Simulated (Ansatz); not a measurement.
# C2H2FInS: how energies converge with the basis set

How large a basis does C2H2FInS need? Two functionals are run in growing sets.

Computed with Ansatz 0.2.0, Gaussian basis. Level: one geometry, several basis sets.

Levels to be run: PBE0-D4/def2-SVP; ωB97M-V/def2-SVP; PBE0-D4/def2-QZVPP; ωB97M-V/def2-QZVPP; the functionals' def2-TZVPP values are taken from earlier runs.

## 1. The relaxed structure

An earlier PBE0-D4 in a triple-zeta def2 set relaxation fixed the geometry. In takes the def2 core potential; no spin-orbit term is included.

7 atoms, charge 0, spin multiplicity 1.

Atoms are counted from 1 here; the program's logs count them from 0.

Bond lengths: F1–C2 1.329 Å, C2–C3 1.343 Å, C2–S5 1.771 Å, C3–In4 2.086 Å, C3–H6 1.081 Å, In4–S5 2.489 Å, In4–H7 1.684 Å. Angles: F1–C2–C3 123.3°, F1–C2–S5 115.4°, C3–C2–S5 121.3°, C2–C3–In4 94.4°, C2–C3–H6 124.3°, In4–C3–H6 141.3°, C3–In4–S5 72.4°, C3–In4–H7 158.1°, S5–In4–H7 129.5°, C2–S5–In4 71.8°.

## 2. PBE0-D4 in def2-SVP

The input, in.yaml:

```yaml
crystal:
  periodic: [false, false, false]
  atoms:
    - {symbol: F, position_ang: [0.165121, -1.365087, 1.945627]}
    - {symbol: C, position_ang: [0.016578, -0.708085, 0.800087]}
    - {symbol: C, position_ang: [0.404993, 0.565648, 0.624906]}
    - {symbol: In, position_ang: [-0.222360, 0.652127, -1.363014]}
    - {symbol: S, position_ang: [-0.739510, -1.628942, -0.510558]}
    - {symbol: H, position_ang: [0.870271, 1.171086, 1.390411]}
    - {symbol: H, position_ang: [-0.495073, 1.313243, -2.887459]}
basis:
  gaussian: {orbitals: def2-SVP}
hamiltonian: {xc: pbe0, dispersion: d4}
output: {orbitals: {seedname: orbitals}}
```

Launch:

```console
$ ansatz run in.yaml --threads 2 --pin off --events-out ev --progress --plain --max-ram 22528MiB --backend cpu
```

The runs that follow: ωB97M-V in def2-SVP; PBE0-D4 in def2-QZVPP; ωB97M-V in def2-QZVPP.

Before running them: what should the planned runs give, taken together? Wanted: PBE0-D4: double and triple zeta above quadruple; ωB97M-V: double and triple zeta above quadruple.

As calculated:

```
                                       quantity           value
PBE0-D4: double and triple zeta above quadruple  10.34, 0.62 eV
ωB97M-V: double and triple zeta above quadruple  10.43, 0.59 eV
```

In words: PBE0-D4 gains 9.72 eV from double to triple zeta, then 0.62 eV more. Total energies overstate the basis error of differences, where much of it tends to cancel.
